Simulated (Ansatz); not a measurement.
# GeHSF (SMILES [F][Ge][SH]): one structure at several levels

A test off equilibrium: a structure displaced at random from a GFN2-xTB minimum is computed at several levels, and each is set against CCSD(T).

The runs use Ansatz 0.2.0, Gaussian basis; single points in def2-TZVPP.

Correlated methods freeze the cores. Filled d shells of the heavier atoms are correlated.

### 1 Starting geometry

SMILES `[F][Ge][SH]`, 4 atoms, charge 0, spin multiplicity 1.

Atoms are counted from 1 here; the program's logs count them from 0.

Bond lengths: F1–Ge2 1.833 Å, Ge2–S3 2.333 Å, S3–H4 1.441 Å. Angles: F1–Ge2–S3 95.6°, Ge2–S3–H4 98.2°.

Geometry (Å):

```mol
FGeHS
  3D, bonds by distance, orders not assigned

  4  3  0  0  0  0  0  0  0  0999 V2000
   -2.0421    0.5114    0.6701 F   0  0
   -0.3719    0.0439    1.2630 Ge  0  0
    0.5986   -0.0665   -0.8554 S   0  0
    1.9500   -0.3561   -0.4471 H   0  0
  1  2  8  0
  2  3  8  0
  3  4  8  0
M  END
```

### 2 CCSD(T)/def2-TZVPP

File run/in.yaml:

```yaml
crystal:
  periodic: [false, false, false]
  atoms:
    - {symbol: F, position_ang: [-2.042100, 0.511400, 0.670100]}
    - {symbol: Ge, position_ang: [-0.371900, 0.043900, 1.263000]}
    - {symbol: S, position_ang: [0.598600, -0.066500, -0.855400]}
    - {symbol: H, position_ang: [1.950000, -0.356100, -0.447100]}
basis:
  gaussian: {orbitals: def2-TZVPP}
correlation: {method: ccsd_t}
output: {forces: true}
```

No record of the launch command was kept for these runs.

### 3 PBE0-D4/def2-TZVPP

Edit run/in.yaml of step 2 so:

```diff
@@ -9,3 +9,3 @@
   gaussian: {orbitals: def2-TZVPP}
-correlation: {method: ccsd_t}
-output: {forces: true}
+hamiltonian: {xc: pbe0, dispersion: d4}
+output: {forces: true, orbitals: {seedname: orbitals}}
```

### 4 wB97M-V/def2-TZVPP

Edit run/in.yaml of step 3 so:

```diff
@@ -9,3 +9,3 @@
   gaussian: {orbitals: def2-TZVPP}
-hamiltonian: {xc: pbe0, dispersion: d4}
-output: {forces: true, orbitals: {seedname: orbitals}}
+hamiltonian: {xc: {name: wB97M-V}}
+output: {forces: true}
```

### 5 r2SCAN-D4/def2-TZVPP

Edit run/in.yaml of step 4 so:

```diff
@@ -9,3 +9,3 @@
   gaussian: {orbitals: def2-TZVPP}
-hamiltonian: {xc: {name: wB97M-V}}
+hamiltonian: {xc: r2scan, dispersion: d4}
 output: {forces: true}
```

### 6 PBE-D4/def2-TZVPP

Edit run/in.yaml of step 5 so:

```diff
@@ -9,3 +9,3 @@
   gaussian: {orbitals: def2-TZVPP}
-hamiltonian: {xc: r2scan, dispersion: d4}
+hamiltonian: {xc: pbe, dispersion: d4}
 output: {forces: true}
```

### 7 r2SCANh-D4/def2-TZVPP

Edit run/in.yaml of step 6 so:

```diff
@@ -9,3 +9,3 @@
   gaussian: {orbitals: def2-TZVPP}
-hamiltonian: {xc: pbe, dispersion: d4}
+hamiltonian: {xc: {name: r2SCANh}, dispersion: d4}
 output: {forces: true}
```

### 8 revPBE-D4/def2-TZVPP

Edit run/in.yaml of step 7 so:

```diff
@@ -9,3 +9,3 @@
   gaussian: {orbitals: def2-TZVPP}
-hamiltonian: {xc: {name: r2SCANh}, dispersion: d4}
+hamiltonian: {xc: {name: revPBE}, dispersion: d4}
 output: {forces: true}
```

(Steps that only read results are left out.)

Q: Predict the outcome of this session. Wanted: energy less free atoms, CCSD(T)/def2-TZVPP; RMS force component; RMS force error; HOMO and LUMO, PBE0-D4; T1 diagnostic.

**Answer**, as computed:

```
                                  quantity                                                                                                value
energy less free atoms, CCSD(T)/def2-TZVPP                                                                                      -277.8 kcal/mol
                       RMS force component                                                                 0.727 to 1.069 eV/Å over the methods
                           RMS force error  PBE0-D4 0.053, wB97M-V 0.059, r2SCAN-D4 0.081, PBE-D4 0.354, r2SCANh-D4 0.013, revPBE-D4 0.422 eV/Å
                    HOMO and LUMO, PBE0-D4                                                                                   -7.74 and -2.74 eV
                             T1 diagnostic                                                                                                0.016
```

In words: Against CCSD(T) the functionals' energies less atoms differ by -23.4 to -7.7 kcal/mol, PBE-D4 by -23.4 kcal/mol. A larger basis would deepen the CCSD(T) value, while the functionals are nearly converged already, so the order here is not reliable. For forces r2SCANh-D4 does best and revPBE-D4 worst. Frozen-core CCSD(T) forces in triple zeta carry basis errors of their own, and this is one geometry, so small gaps rank nothing.
